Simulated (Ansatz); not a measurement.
# MgAs2C: the cost of one run

Computed with Ansatz 0.2.0 (reference: DFT, PBE, plane waves, PAW, unless a step's input says otherwise).

**1. Starting point**

It takes space group P-4m2 (No. 115, tetragonal). Conventional cell: a = 3.051 Å, b = 3.051 Å, c = 7.832 Å, α = 90.00°, β = 90.00°, γ = 90.00°. Mg (site symmetry -4m2) is surrounded by 4 Mg at 3.05 Å and 4 As at 3.05 Å. As (site symmetry 2mm) has 2 C at 1.99 Å as nearest neighbours. C (site symmetry -4m2) has 4 As at 1.99 Å as nearest neighbours.

Coordinates:

```cif
data_structure
_symmetry_space_group_name_H-M 'P-4m2'
_symmetry_Int_Tables_number 115
_cell_length_a 3.0515
_cell_length_b 3.0515
_cell_length_c 7.8322
_cell_angle_alpha 90.000
_cell_angle_beta 90.000
_cell_angle_gamma 90.000
_cell_volume 72.93
loop_
_atom_site_label
_atom_site_type_symbol
_atom_site_symmetry_multiplicity
_atom_site_Wyckoff_symbol
_atom_site_fract_x
_atom_site_fract_y
_atom_site_fract_z
_atom_site_occupancy
Mg1 Mg 1 a 0.00000 0.00000 0.00000 1
As1 As 2 g 0.00000 0.50000 0.33775 1
C1 C 1 c 0.50000 0.50000 0.50000 1
```

**2. The reference run**

Input file input.yaml:

```yaml
crystal:
  lattice:
    - [3.0514594815, 0.0, 0.0]
    - [0.0, 3.0514594815, 0.0]
    - [0.0, 0.0, 7.8321633408]
  atoms:
    - { symbol: Mg, position: [0.0, 0.0, 0.0] }
    - { symbol: As, position: [0.0, 0.5, 0.337746664] }
    - { symbol: C, position: [0.5, 0.5, 0.5] }
    - { symbol: As, position: [0.5, 0.0, 0.662253336] }
kpoints:
  mp_grid: { grid: [6, 6, 2] }
hamiltonian:
  xc: pbe
scf:
  occupations: { method: fermi_dirac, width: 0.02 }
  n_extra_bands: 5
output:
  forces: true
  stress: true
  eigenvalues: true
```

Launch:

```sh
$ ansatz run input.yaml --threads 4 --pin off --max-ram 3686MiB --backend cpu --events-out ev --progress --plain --runs-dir out
```

What time and memory should one allow on 4 threads of Arm Neoverse N1, shared host?

About 1.7 s, with a peak of 0.34 GiB.
